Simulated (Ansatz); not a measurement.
# FH₆NSSi₂: up Jacob's ladder to CCSD(T)

Aim: compute FH₆NSSi₂ with functionals from several rungs and with coupled cluster, and see how far each lands from CCSD(T) at the basis-set limit for the atomisation energy.

The runs use Ansatz 0.2.0, Gaussian basis; functionals in def2-TZVPP, the program's frozen cores in correlated methods.

The runs, in order: PBE-D4, r2SCAN-D4, PBE0-D4, B3LYP-D4, ωB97X-V, ωB97M-V, B2PLYP; CCSD(T)/def2-TZVPP; MP2/def2-QZVPP; extrapolation to the limit.

## (1) The relaxed structure

All runs share one geometry, relaxed beforehand with PBE0-D4 in a triple-zeta def2 set.

SMILES `N[SiH2][SiH](F)S`, 11 atoms, charge 0, spin multiplicity 1.

Atoms are counted from 1 here; the program's logs count them from 0.

Bond lengths: N1–Si2 1.732 Å, N1–H6 1.008 Å, N1–H7 1.009 Å, Si2–Si3 2.344 Å, Si2–H8 1.486 Å, Si2–H9 1.493 Å, Si3–F4 1.609 Å, Si3–S5 2.121 Å, Si3–H10 1.483 Å, S5–H11 1.350 Å. Angles: Si2–N1–H6 118.5°, Si2–N1–H7 119.0°, H6–N1–H7 110.2°, N1–Si2–Si3 105.2°, N1–Si2–H8 106.8°, N1–Si2–H9 115.3°, Si3–Si2–H8 109.4°, Si3–Si2–H9 111.6°, H8–Si2–H9 108.2°, Si2–Si3–F4 109.1°, Si2–Si3–S5 105.2°, Si2–Si3–H10 117.7°, F4–Si3–S5 111.7°, F4–Si3–H10 106.1°, S5–Si3–H10 107.1°, Si3–S5–H11 92.0°.

## (2) PBE-D4 (GGA)

The input, in.yaml:

```yaml
crystal:
  periodic: [false, false, false]
  atoms:
    - {symbol: N, position_ang: [-1.627728, 0.011276, -0.427839]}
    - {symbol: Si, position_ang: [-0.044582, -0.256106, -1.078140]}
    - {symbol: Si, position_ang: [1.434479, 0.301445, 0.652652]}
    - {symbol: F, position_ang: [1.540092, 1.903746, 0.760335]}
    - {symbol: S, position_ang: [0.590239, -0.549527, 2.402605]}
    - {symbol: H, position_ang: [-2.393518, -0.538479, -0.785858]}
    - {symbol: H, position_ang: [-1.930789, 0.957272, -0.251792]}
    - {symbol: H, position_ang: [0.060883, -1.709975, -1.369056]}
    - {symbol: H, position_ang: [0.266209, 0.494966, -2.330734]}
    - {symbol: H, position_ang: [2.827905, -0.196599, 0.554918]}
    - {symbol: H, position_ang: [-0.657690, -0.474918, 1.893608]}
basis:
  gaussian: {orbitals: def2-TZVPP}
hamiltonian: {xc: pbe, dispersion: d4}
output: {forces: true, orbitals: {seedname: orbitals}}
```

Launch:

```console
$ ansatz run in.yaml --threads 4 --pin off --events-out ev --progress --plain --max-ram 10444MiB
```

After this run come: r2SCAN-D4 (meta-GGA); PBE0-D4 (hybrid); B3LYP-D4 (hybrid); ωB97X-V (range-separated); ωB97M-V (range-separated); B2PLYP (double hybrid); CCSD(T) in def2-TZVPP; MP2 in def2-QZVPP.

Q: Predict the results of all the runs planned. Wanted: atomisation energy, CCSD(T)/CBS; farthest; mean size of error, hybrid; mean size of error, range-separated; gap, smallest and largest; T1 diagnostic; triples share of the correlation energy.

As calculated:

```
                               quantity                                 value
        atomisation energy, CCSD(T)/CBS                         3648.9 kJ/mol
 functionals within 18.2 kJ/mol (0.5 %)  PBE-D4, r2SCAN-D4, B3LYP-D4, ωB97M-V
                               farthest                 B2PLYP (-67.3 kJ/mol)
             mean size of error, hybrid                           30.0 kJ/mol
    mean size of error, range-separated                           13.4 kJ/mol
              gap, smallest and largest  4.77 eV (PBE-D4), 11.16 eV (ωB97X-V)
                          T1 diagnostic                                0.0122
triples share of the correlation energy                                 3.6 %
```

What this shows: PBE-D4 is off by +12.3 kJ/mol. Double hybrids carry the basis error of their MP2 part in triple zeta, and no dispersion term here, so their miss is partly the set-up's. The reference freezes the cores and leaves out relativity and excitations past (T), so misses under about 18.2 kJ/mol can't be ranked. Hartree-Fock recovers 71 % of the binding; the rest is correlation. The gap grows from 4.8 to 11.2 eV across the functionals, mostly with the share of exact exchange.
